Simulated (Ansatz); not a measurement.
# InCl₂O radical: up Jacob's ladder to CCSD(T)

The task here is to estimate one member of a computed series from the others.

The runs use Ansatz 0.2.0, Gaussian basis; functionals in def2-TZVPP, the program's frozen cores in correlated methods.

Plan: LDA (SPW92), PBE-D4, revPBE-D4, BLYP-D4, r2SCAN-D4, B97M-V, PBE0-D4, B3LYP-D4, r2SCANh-D4, r2SCAN0-D4, HSE06-D4, BHLYP-D4, CAM-B3LYP-D4, LC-ωPBE, ωB97X-V, ωB97M-V, B2PLYP, PBE-QIDH; CCSD(T)/def2-SVP; CCSD(T)/def2-TZVPP; MP2/def2-QZVPP; extrapolation to the limit; RPA on PBE.

## Structure used throughout

An earlier PBE0-D4 in a triple-zeta def2 set relaxation fixed the geometry. In takes the def2 core potential; no spin-orbit term is included.

SMILES `[O][In]([Cl])[Cl]`, 4 atoms, charge 0, spin multiplicity 2.

Atoms are counted from 1 here; the program's logs count them from 0.

Bond lengths: O1–In2 1.989 Å, In2–Cl3 2.293 Å, In2–Cl4 2.293 Å. Angles: O1–In2–Cl3 119.2°, O1–In2–Cl4 119.2°, Cl3–In2–Cl4 121.6°.

Geometry (Å):

```xyz
4

O     0.6063    1.0140    1.6676
In    0.0317    0.0160    0.0454
Cl    0.7416   -2.1450   -0.2482
Cl   -1.3241    1.0547   -1.4852
```

The first run:

in.yaml

```yaml
crystal:
  periodic: [false, false, false]
  atoms:
    - {symbol: O, position_ang: [0.606268, 1.013990, 1.667626]}
    - {symbol: In, position_ang: [0.031729, 0.015988, 0.045413]}
    - {symbol: Cl, position_ang: [0.741646, -2.144973, -0.248183]}
    - {symbol: Cl, position_ang: [-1.324144, 1.054695, -1.485156]}
basis:
  gaussian: {orbitals: def2-TZVPP}
magnetization: {spin_polarized: true, initial_magnetization: 1}
hamiltonian: {xc: lda}
output: {orbitals: {seedname: orbitals}}
```

Run with:

```
$ ansatz run in.yaml --threads 4 --pin off --events-out ev --progress --plain --max-ram 10444MiB
```

Steps of the session up to this table: LDA; PBE-D4 (GGA); revPBE-D4 (GGA); BLYP-D4 (GGA); r2SCAN-D4 (meta-GGA); B97M-V (meta-GGA); PBE0-D4 (hybrid); B3LYP-D4 (hybrid); r2SCANh-D4 (hybrid); r2SCAN0-D4 (hybrid); HSE06-D4 (hybrid); BHLYP-D4 (hybrid); CAM-B3LYP-D4 (range-separated); LC-ωPBE (range-separated); ωB97X-V (range-separated); ωB97M-V (range-separated); B2PLYP (double hybrid); PBE-QIDH (double hybrid).

One of the session's tables, all rows but one given; the rest of the session is left out.

It belongs to the step «Frontier levels by functional». 

```
  functional  HOMO (eV)  LUMO (eV)  gap (eV)
 LDA (SPW92)      -7.62      -7.29      0.33
      PBE-D4      -7.51      -6.52      0.99
   revPBE-D4      -7.44      -6.32      1.12
     BLYP-D4      -7.42      -6.51      0.91
   r2SCAN-D4      -7.90      -5.65      2.24
      B97M-V      -7.95      -5.56      2.40
     PBE0-D4      -9.19      -4.48      4.71
    B3LYP-D4      -8.93      -5.11      3.81
  r2SCANh-D4          ?          ?         ?
  r2SCAN0-D4      -9.45      -3.91      5.54
    HSE06-D4      -8.77      -4.89      3.88
    BHLYP-D4     -10.63      -2.67      7.96
CAM-B3LYP-D4     -10.71      -3.39      7.32
     LC-ωPBE     -12.14      -1.83     10.31
     ωB97X-V     -11.73      -2.22      9.51
     ωB97M-V     -11.59      -2.26      9.33
```

Q: Estimate the row for r2SCANh-D4 from the others.

Worked estimate for «HOMO (eV)». Against the share of exact exchange, r2SCAN-D4 (0, -7.90), r2SCAN0-D4 (0.25, -9.45) give a slope of -6.20 per unit share; at 0.1 the line stands at -8.52.

As computed: HOMO (eV): -8.51; LUMO (eV): -4.94; gap (eV): 3.57. In «HOMO (eV)» the line misses by -0.01.
